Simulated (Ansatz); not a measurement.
# CH7PSeSi: the cost of one run

All numbers are computed with Ansatz 0.2.0, driven from Python. The levels of theory stand in the script.

## Step 1: The structure

Bond lengths: C1–Se2 1.922 Å, Se2–Si3 2.299 Å, Si3–P4 2.285 Å, C1–H5 1.082 Å, C1–H6 1.170 Å, C1–H7 1.139 Å, Si3–H8 1.434 Å, Si3–H9 1.419 Å, P4–H10 1.486 Å, P4–H11 1.447 Å. Angles (14 of 16 angles, heavy atoms first): C1–Se2–Si3 92.0°, Se2–Si3–P4 107.2°, Se2–C1–H5 114.3°, Se2–C1–H6 109.4°, Se2–C1–H7 110.1°, Se2–Si3–H8 108.2°, Se2–Si3–H9 108.5°, P4–Si3–H8 108.2°, P4–Si3–H9 111.8°, Si3–P4–H10 89.3°, Si3–P4–H11 91.6°, H5–C1–H6 108.2°, H5–C1–H7 110.1°, H6–C1–H7 104.3°.

No structure file is read: the coordinates are typed or built in the script.

## Step 2: The script

ch7psesi_methods.py reads:

```python
'''One geometry of CH7PSeSi, method by method.'''

from pathlib import Path

import ansatz as az
import numpy as np

SETTINGS = {
    'basis_set': 'def2-SVP',
}

geometry_ang = [
    ('C', (0.3362, 1.959, 0.3521)),
    ('Se', (-0.1361, 0.6807, 1.707)),
    ('Si', (-0.8378, -0.8442, 0.1354)),
    ('P', (1.0098, -1.5096, -1.033)),
    ('H', (1.0869, 1.6106, -0.3456)),
    ('H', (-0.6202, 2.2514, -0.2559)),
    ('H', (0.6725, 2.9346, 0.8341)),
    ('H', (-1.3667, -1.985, 0.8242)),
    ('H', (-1.7958, -0.219, -0.7034)),
    ('H', (0.2284, -2.6475, -1.583)),
    ('H', (1.4882, -2.288, 0.0888)),
]
geometry = az.Crystal.molecule()
for symbol, xyz in geometry_ang:
    geometry = geometry.atom(symbol, xyz)

model = geometry.calculation().basis(gaussian=SETTINGS['basis_set'])

print('functional    E (Ha)        dipole (D)   HOMO (eV)  LUMO (eV)')
for name in ['r2scan', 'b3lyp', 'revpbe', 'blyp']:
    rep = model.functional(name).forces().orbitals().run(threads=1, runs_dir='runs').report
    lines = Path(rep['orbitals_path']).read_text().splitlines()
    field_of = lambda key: [line.split('=')[1].strip() for line in lines if line.startswith(key)]
    orbitals = [(27.211386 * float(e), s, float(n)) for e, s, n in zip(field_of('Ene='), field_of('Spin='), field_of('Occup='))]
    homo = max(e for e, _, n in orbitals if n > 0.5)
    lumo = min(e for e, _, n in orbitals if n < 0.5)
    dipole = 4.803205 * np.linalg.norm(rep['charge_distribution']['dipole_moment_e_ang'])
    print(f'{name:10s} {rep["free_energy_ev"] / 27.211386246:14.6f} {dipole:9.3f} {homo:11.3f} {lumo:10.3f}')
```

## Step 3: Launch

Launch:

```bash
$ python ch7psesi_methods.py
```

Q: Estimate wall time and peak memory on 1 thread of Intel Xeon 6975P-C (Granite Rapids), shared host.

About 13 s, with a peak of 0.36 GiB.
